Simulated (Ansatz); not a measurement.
Run this with Ansatz's Python interface and show what comes out.

`hf.cif`
```cif
data_Hf
_cell_length_a 3.139554
_cell_length_b 3.139554
_cell_length_c 3.139554
_cell_angle_alpha 60.00000
_cell_angle_beta 60.00000
_cell_angle_gamma 60.00000
_symmetry_space_group_name_H-M 'P 1'
_symmetry_Int_Tables_number 1
loop_
_symmetry_equiv_pos_as_xyz
'x, y, z'
loop_
_atom_site_label
_atom_site_type_symbol
_atom_site_fract_x
_atom_site_fract_y
_atom_site_fract_z
Hf1 Hf    0.000000    0.000000    0.000000
```

Script `run_nc_paw.py`:
```python
"""Two kinds of potentials on Hf."""

import ansatz as az
from ase.io import read
import numpy as np


def count_gap(report):
    # lowest empty less highest filled band, counting bands; zero where they overlap
    return max(report.get("gap_by_band_count_ev") or 0.0, 0.0)

atoms = read("hf.cif")
structure = az.Crystal.from_ase(atoms)

model = (
    structure.calculation()
    .kpoints(11)
    .occupations(az.OccupationsMethod.COLD)
    .functional(az.Functional.PBESOL)
    .stress()
    .forces()
    .band_table()
)
variants = {
    "PAW": model.pseudopotentials("paw"),
    "norm-conserving": model.pseudopotentials("nc"),
}
# totals differ by the cores that each treatment holds, so compare what does not depend on them
rows = []
for label, variant in variants.items():
    r = variant.run().report
    levels = np.array(r["eigenvalues_ev"][0]) - r["fermi_energy_ev"]
    print(label, "levels at the first k-point near E_F:", np.round(levels[np.abs(levels) < 5], 3))
    rows.append((label, r["n_electrons"], np.trace(r["stress_gpa"]) / 3, count_gap(r)))
print("     treatment  electrons in bands           P GPa  gap by band count eV")
for row in rows:
    print(f"{str(row[0]):>14s}  {row[1]:18.1f}  {row[2]:14.3f}  {row[3]:20.3f}")
```

```console
$ python run_nc_paw.py
DeckWarning: basis.ecutwfc = 420 eV, auto-derived from the records' recommended cutoffs: set by Hf (normal level)
PAW levels at the first k-point near E_F: [1.394 1.394 1.394 4.255 4.255]
DeckWarning: basis.ecutwfc = 789.130201 eV, auto-derived from the records' recommended cutoffs: set by Hf (normal level)
norm-conserving levels at the first k-point near E_F: [1.406 1.406 1.406 4.275 4.275]
     treatment  electrons in bands           P GPa  gap by band count eV
           PAW                26.0          -1.917                 0.000
norm-conserving                12.0          -1.508                 0.000
```
(Warnings from the package without file and line.)

PAW gives -1.917 GPa and norm-conserving -1.508 GPa, 0.41 GPa apart (a gap this large is an error of one set of files, which an all-electron run can settle). They took 1.1 and 1.4 s of processor time.

Notes:
- No spin polarisation was allowed.
- The computed bands are complete only to about 4.0 eV above the Fermi level.
- For a metal this k-point mesh is coarse: on a finer one energies can move by several to tens of meV an atom and pressures by half a GPa or more, differences at one mesh by less.
- A gap by band count of zero or less means overlapping bands, a metal.
- This isn't the structure that Hf takes at ambient conditions.
- Levels are Kohn-Sham eigenvalues on this mesh, without spin-orbit coupling.
- Stress is positive in compression.
- Run time: 3.4 s on 1 thread of Intel(R) Xeon(R) Processor @ 2.30GHz, with other jobs on the host, peak memory 0.55 GiB.
